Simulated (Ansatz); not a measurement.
# C2H4AlF: the cost of one run

Computed with the Python package of Ansatz 0.2.0. Level of theory: Hartree-Fock/def2-SVPD.

### 1 The structure

Bond lengths: F1–Al2 1.820 Å, Al2–C3 2.004 Å, Al2–C4 1.965 Å, C3–C4 1.482 Å, C3–H5 1.138 Å, C3–H6 1.097 Å, C4–H7 1.081 Å, C4–H8 1.145 Å. Angles (14 of 15 angles, heavy atoms first): F1–Al2–C3 149.9°, F1–Al2–C4 151.2°, C3–Al2–C4 43.9°, Al2–C3–C4 66.7°, Al2–C4–C3 69.5°, Al2–C3–H5 114.5°, Al2–C3–H6 117.0°, C4–C3–H5 110.2°, C4–C3–H6 119.5°, Al2–C4–H7 119.4°, Al2–C4–H8 114.1°, C3–C4–H7 118.4°, C3–C4–H8 109.5°, H5–C3–H6 118.5°.

The script holds or builds the structure itself.

### 2 The script

The input, field_c2h4alf.py:

```python
# -*- coding: utf-8 -*-
import logging
import sys

import ansatz as az
import numpy as np

logging.basicConfig(stream=sys.stdout, format="%(levelname)s:%(name)s:%(message)s")
log = logging.getLogger("ansatz_job")
log.setLevel(logging.INFO)

GEOMETRY = """
F     0.25660   -1.11910    2.87280
Al    0.41890   -0.55030    1.15140
C     0.13330    0.86020   -0.24290
C    -0.20200   -0.50550   -0.71200
H     1.08610    1.22500   -0.74680
H    -0.67310    1.58180   -0.06280
H     0.40920   -0.94770   -1.48590
H    -1.33690   -0.60150   -0.82970
"""

c2h4alf = az.Crystal.molecule()
for line in GEOMETRY.strip().splitlines():
    symbol, *xyz = line.split()
    c2h4alf = c2h4alf.atom(symbol, [float(v) for v in xyz])

base = c2h4alf.calculation().basis(gaussian="def2-SVPD").functional("HF").forces()
centre = np.mean([site.position_ang for site in c2h4alf.cartesian_sites], axis=0)
field = 2 * 14.399645 * 3.0 / 30.0 ** 2


def dipole(axis, sign):
    arm = 30.0 * np.eye(3)[axis]
    pair = [{"charge": sign * 3.0, "position_ang": (centre - arm).tolist()}, {"charge": -sign * 3.0, "position_ang": (centre + arm).tolist()}]
    deck = base.input().set(az.key.basis.gaussian.point_charges, pair)
    return np.array(az.Session.from_dict(deck).plan().execute().report["charge_distribution"]["dipole_moment_e_ang"])


log.info(f"field {field:.4f} V/A")
alpha = np.array([(dipole(axis, 1) - dipole(axis, -1)) / (2 * field) * 14.399645 for axis in range(3)])
log.info("polarisability tensor (A^3)")
print(np.array2string(alpha, precision=3, suppress_small=True))
log.info(f"mean {np.trace(alpha) / 3:.3f} A^3 = {np.trace(alpha) / 3 / 0.14818471:.2f} bohr^3")
```

### 3 The calls as engine input

The package turns the script's settings into the engine's input (first run):

```yaml
crystal:
  periodic: [false, false, false]
  atoms:
    - { symbol: F, position_ang: [0.2566, -1.1191, 2.8728] }
    - { symbol: Al, position_ang: [0.4189, -0.5503, 1.1514] }
    - { symbol: C, position_ang: [0.1333, 0.8602, -0.2429] }
    - { symbol: C, position_ang: [-0.202, -0.5055, -0.712] }
    - { symbol: H, position_ang: [1.0861, 1.225, -0.7468] }
    - { symbol: H, position_ang: [-0.6731, 1.5818, -0.0628] }
    - { symbol: H, position_ang: [0.4092, -0.9477, -1.4859] }
    - { symbol: H, position_ang: [-1.3369, -0.6015, -0.8297] }
basis:
  gaussian:
    orbitals: def2-SVPD
    point_charges:
      - { charge: 3.0, position_ang: [-29.9884875, -0.007137499999999977, -0.006987500000000105] }
      - { charge: -3.0, position_ang: [30.0115125, -0.007137499999999977, -0.006987500000000105] }
hamiltonian:
  xc: hf
output:
  forces: true
```

### 4 Launch

Run with:

```
python field_c2h4alf.py
```

What time and memory should one allow on 1 thread of Arm Neoverse N1, shared host?

About 26 s, with a peak of 0.29 GiB.
